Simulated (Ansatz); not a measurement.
**C2H5AlN2: small, medium and large basis sets**

The task here is to estimate one member of a computed series from the others.

Computed with Ansatz 0.2.0, Gaussian basis. Level: one geometry, several basis sets.

Levels to be run: PBE0-D4/def2-SVP; ωB97M-V/def2-SVP; PBE0-D4/def2-QZVPP; ωB97M-V/def2-QZVPP; the functionals' def2-TZVPP values are taken from earlier runs.

## The relaxed structure

All runs share one geometry, relaxed beforehand with PBE0-D4 in a triple-zeta def2 set.

10 atoms, charge 0, spin multiplicity 1.

Atoms are counted from 1 here; the program's logs count them from 0.

Bond lengths: N1–C2 1.333 Å, N1–H6 1.008 Å, N1–H7 1.008 Å, C2–C3 1.219 Å, C3–Al4 1.883 Å, Al4–N5 1.767 Å, Al4–H8 1.580 Å, N5–H9 1.007 Å, N5–H10 1.007 Å. Angles: C2–N1–H6 116.8°, C2–N1–H7 116.9°, H6–N1–H7 113.9°, N1–C2–C3 177.6°, C2–C3–Al4 178.1°, C3–Al4–N5 119.1°, C3–Al4–H8 122.6°, N5–Al4–H8 118.3°, Al4–N5–H9 124.5°, Al4–N5–H10 125.0°, H9–N5–H10 110.5°.

Set-up of the first run:

The input, in.yaml:

```yaml
crystal:
  periodic: [false, false, false]
  atoms:
    - {symbol: N, position_ang: [1.964372, -0.935321, -2.003259]}
    - {symbol: C, position_ang: [1.077640, -0.681063, -1.041423]}
    - {symbol: C, position_ang: [0.304272, -0.434674, -0.131858]}
    - {symbol: Al, position_ang: [-0.880659, -0.110301, 1.294567]}
    - {symbol: N, position_ang: [-1.574607, 1.503260, 1.485704]}
    - {symbol: H, position_ang: [2.113599, -1.903667, -2.239500]}
    - {symbol: H, position_ang: [1.964369, -0.316139, -2.798386]}
    - {symbol: H, position_ang: [-1.289395, -1.228980, 2.333107]}
    - {symbol: H, position_ang: [-2.214439, 1.766212, 2.216997]}
    - {symbol: H, position_ang: [-1.381952, 2.289472, 0.887050]}
basis:
  gaussian: {orbitals: def2-SVP}
hamiltonian: {xc: pbe0, dispersion: d4}
output: {orbitals: {seedname: orbitals}}
```

Command:

```bash
> ansatz run in.yaml --threads 2 --pin off --events-out ev --progress --plain --max-ram 4352MiB
```

Among the steps run: PBE0-D4 in def2-SVP; ωB97M-V in def2-SVP; PBE0-D4 in def2-QZVPP; ωB97M-V in def2-QZVPP.

One table of the session follows, with a row left open; its other results are not shown here.

It belongs to the step «Functionals by basis». 

```
functional       basis  HOMO (eV)  LUMO (eV)
   PBE0-D4    def2-SVP      -6.24      -0.01
   PBE0-D4  def2-TZVPP      -6.43      -0.24
   PBE0-D4  def2-QZVPP      -6.47      -0.34
   ωB97M-V    def2-SVP      -8.39       1.74
   ωB97M-V  def2-TZVPP      -8.60       1.40
   ωB97M-V  def2-QZVPP          ?          ?
```

**Question.** Estimate the row for ωB97M-V, def2-QZVPP.

The run gave: HOMO (eV): -8.65; LUMO (eV): 1.06. In the column «HOMO (eV)» it is the lowest.
